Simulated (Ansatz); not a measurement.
# AlFH₄Si₂: how energies converge with the basis set

Aim: see how fast density functionals converge with the basis set for AlFH₄Si₂.

Method: one geometry, several basis sets; program: Ansatz 0.2.0, Gaussian basis.

Plan: PBE0-D4/def2-SVP; ωB97M-V/def2-SVP; PBE0-D4/def2-QZVPP; ωB97M-V/def2-QZVPP; the functionals' def2-TZVPP values are taken from earlier runs.

## (1) The geometry

The geometry comes from an earlier relaxation with PBE0-D4 in a triple-zeta def2 set; it is a stationary point, not always the lowest conformer.

SMILES `F[SiH]1[AlH][SiH2]1`, 8 atoms, charge 0, spin multiplicity 1.

Atoms are counted from 1 here; the program's logs count them from 0.

Bond lengths: F1–Si2 1.609 Å, Si2–Al3 2.409 Å, Si2–Si4 2.282 Å, Si2–H5 1.485 Å, Al3–Si4 2.347 Å, Al3–H6 1.583 Å, Si4–H7 1.496 Å, Si4–H8 1.585 Å. Angles: F1–Si2–Al3 129.2°, F1–Si2–Si4 127.3°, F1–Si2–H5 105.7°, Al3–Si2–Si4 60.0°, Al3–Si2–H5 116.8°, Si4–Si2–H5 111.9°, Si2–Al3–Si4 57.3°, Si2–Al3–H6 156.9°, Si4–Al3–H6 142.1°, Si2–Si4–Al3 62.7°, Si2–Si4–H7 142.7°, Si2–Si4–H8 89.5°, Al3–Si4–H7 150.4°, Al3–Si4–H8 54.8°, H7–Si4–H8 102.2°.

## (2) PBE0-D4 in def2-SVP

The input, in.yaml:

```yaml
crystal:
  periodic: [false, false, false]
  atoms:
    - {symbol: F, position_ang: [-1.893840, -1.526291, 0.928004]}
    - {symbol: Si, position_ang: [-0.863024, -0.290422, 0.925367]}
    - {symbol: Al, position_ang: [-0.253922, 1.179580, -0.883319]}
    - {symbol: Si, position_ang: [1.278615, -0.275952, 0.136572]}
    - {symbol: H, position_ang: [-0.959960, 0.315963, 2.277416]}
    - {symbol: H, position_ang: [-0.470860, 2.052903, -2.185289]}
    - {symbol: H, position_ang: [2.533344, -1.088331, 0.085067]}
    - {symbol: H, position_ang: [0.721748, -0.424451, -1.339518]}
basis:
  gaussian: {orbitals: def2-SVP}
hamiltonian: {xc: pbe0, dispersion: d4}
output: {orbitals: {seedname: orbitals}}
```

Started as:

```sh
$ ansatz run in.yaml --threads 2 --pin off --events-out ev --progress --plain --max-ram 4352MiB
```

After this run come: ωB97M-V in def2-SVP; PBE0-D4 in def2-QZVPP; ωB97M-V in def2-QZVPP.

Before running them: what should the planned runs give, taken together? Wanted: PBE0-D4: double and triple zeta above quadruple; ωB97M-V: double and triple zeta above quadruple.

As calculated:

| quantity | value |
| --- | --- |
| PBE0-D4: double and triple zeta above quadruple | 12.35, 0.87 eV |
| ωB97M-V: double and triple zeta above quadruple | 12.37, 0.83 eV |

In words: PBE0-D4 gains 11.48 eV from double to triple zeta, then 0.87 eV more. Total energies overstate the basis error of differences, where much of it tends to cancel.
